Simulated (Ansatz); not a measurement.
# two structures of Al: a comparison of enthalpies under pressure

With Ansatz 0.2.0 through its Python package.

The cells in order, each with its output:

```python
import warnings

import ansatz as az
import numpy as np
```

```python
def sc(A, a):
    return (
        az.Lattice.cubic(a)
        .space_group(221)
        .atom(A, (0, 0, 0))
    )
```

```python
def bcc(A, a):
    return az.Crystal.bcc(A, a=a)


def run_phase(name, crystal, pressure=0.0):
    calc = (
        crystal.calculation()
        .functional("PBEsol")
        .basis(260, density_ratio=6)
        .kpoints(spacing=0.3)
        .occupations("gaussian", width=0.1)
    )
    calc = calc.relax(force_tolerance=0.02, cell=True, pressure=pressure)
    return calc.run()


def volume_per_atom(outcome):
    return abs(np.linalg.det(outcome.lattice.cell_ang)) / len(outcome.lattice.sites)

warnings.simplefilter("ignore", az.DeckWarning)

phases = {}
phases["sc"] = sc("Al", 2.63)
phases["bcc"] = bcc("Al", 3.21)
```

```python
# H = E + PV, with 1 eV per cubic angstrom equal to 160.2 GPa
pressures = [0, 15, 30, 45]
enthalpy, volume = {name: [] for name in phases}, {name: [] for name in phases}
for p in pressures:
    for name, crystal in phases.items():
        o = run_phase(name, crystal, pressure=p)
        volume[name].append(volume_per_atom(o))
        enthalpy[name].append(o.report["energy_sigma0_ev"] / len(o.lattice.sites) + p * volume[name][-1] / 160.21766)
gap = np.array(enthalpy["bcc"]) - np.array(enthalpy["sc"])
rows = [(p, va, vb, 1000 * d) for p, va, vb, d in zip(pressures, volume["sc"], volume["bcc"], gap)]
print("   P (GPa)  V sc (A^3/atom)  V bcc (A^3/atom)  H(bcc) - H(sc) (meV/atom)")
for row in rows:
    print(f"{row[0]:10d}  {row[1]:15.3f}  {row[2]:16.3f}  {row[3]:+25.1f}")
crossings = [p0 - g0 * (p1 - p0) / (g1 - g0) for p0, p1, g0, g1 in zip(pressures, pressures[1:], gap, gap[1:]) if g0 * g1 < 0]
print("crossing near", [round(float(p), 1) for p in crossings], "GPa") if crossings else print("no crossing in this range")
```

       P (GPa)  V sc (A^3/atom)  V bcc (A^3/atom)  H(bcc) - H(sc) (meV/atom)
             0           19.833            16.829                     -299.0
            15           16.573            14.430                     -527.0
            30           14.974            13.090                     -712.0
            45           13.857            12.126                     -880.6
    no crossing in this range

Reading the output:
- These settings explore the input space; cutoff and mesh may be short of convergence.
- The cutoff lies under the one recommended for these potentials.
- Under the recommended cutoff a pressure can be off by several GPa, even in sign.
- At a fixed pressure a relaxation lowers the enthalpy F + PV, while F alone can rise.
- The meshes are coarse for the metals among these phases, whose energies can be off by up to 40 meV an atom.
- Only these two structures are compared, at zero temperature and with their symmetry kept; either may be hypothetical, and another phase may be lower than both. Differences under about 40 meV an atom lie within the error of mesh and functional.
- The cells are prototypes set up for this calculation and needn't exist.
- The script silences the warnings on its input, which a real study should read.
- The whole script took 14 s on 1 thread of Arm Neoverse V2, with other jobs on the host, peak memory 0.32 GiB.
